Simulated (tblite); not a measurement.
# C2H10F2SSi4: the cost of one run

The runs use tblite 0.8.0 and PySCF 2.14.0, with density-fitted response routines of our own; the level of theory stands in each step. All values are computed, except where a source is named. Atoms are numbered from 0 throughout.

## Step 1: The molecule as given

19 atoms, charge 0, multiplicity 1; geometry from: force field or distance geometry start.

Bonds of the start (Å): F0–C1 1.34, C1–F2 1.37, C1–Si3 1.83, Si3–Si4 2.25, Si4–Si5 2.25, Si4–Si6 2.20, Si6–C7 1.91, C7–S8 1.85, S8–Si4 2.14, C1–H9 1.09, Si3–H10 1.48, Si3–H11 1.50, Si5–H12 1.49, Si5–H13 1.48, Si5–H14 1.49, Si6–H15 1.49, Si6–H16 1.49, C7–H17 1.09, C7–H18 1.10.

## Step 2: Geometry optimisation with GFN2-xTB

Job settings and geometry (Å):

```
{"job": {"kind": "relax", "xc": "GFN2-xTB", "basis": "xTB"}, "charge": 0, "multiplicity": 1}
F      0.836900    -1.035700    -2.785000
C      1.822600    -1.070200    -1.872700
F      1.551300    -2.130700    -1.046200
Si     1.842500     0.483300    -0.899700
Si    -0.104900     0.603600     0.212700
Si    -1.898500     0.594200    -1.141700
Si    -0.268400    -0.825000     1.873200
C     -1.116300     0.649200     2.741400
S     -0.154100     1.966500     1.861500
H      2.760900    -1.286500    -2.378700
H      2.030100     1.664500    -1.771300
H      2.983200     0.488900     0.067900
H     -3.149500     0.738000    -0.338800
H     -1.983300    -0.683000    -1.891700
H     -1.836900     1.718100    -2.117700
H     -1.173900    -1.992600     1.685100
H      1.022200    -1.212600     2.515800
H     -0.972700     0.642300     3.821100
H     -2.201100     0.696900     2.552300
```

On the command line:

```
$ OMP_NUM_THREADS=1 python probes_run.py task.json out
```

One launch serves the whole session: the jobs run in the order shown.

**Question.** How long does this first job take on 1 thread of Arm Neoverse N1, shared host?

About 2.9 s.
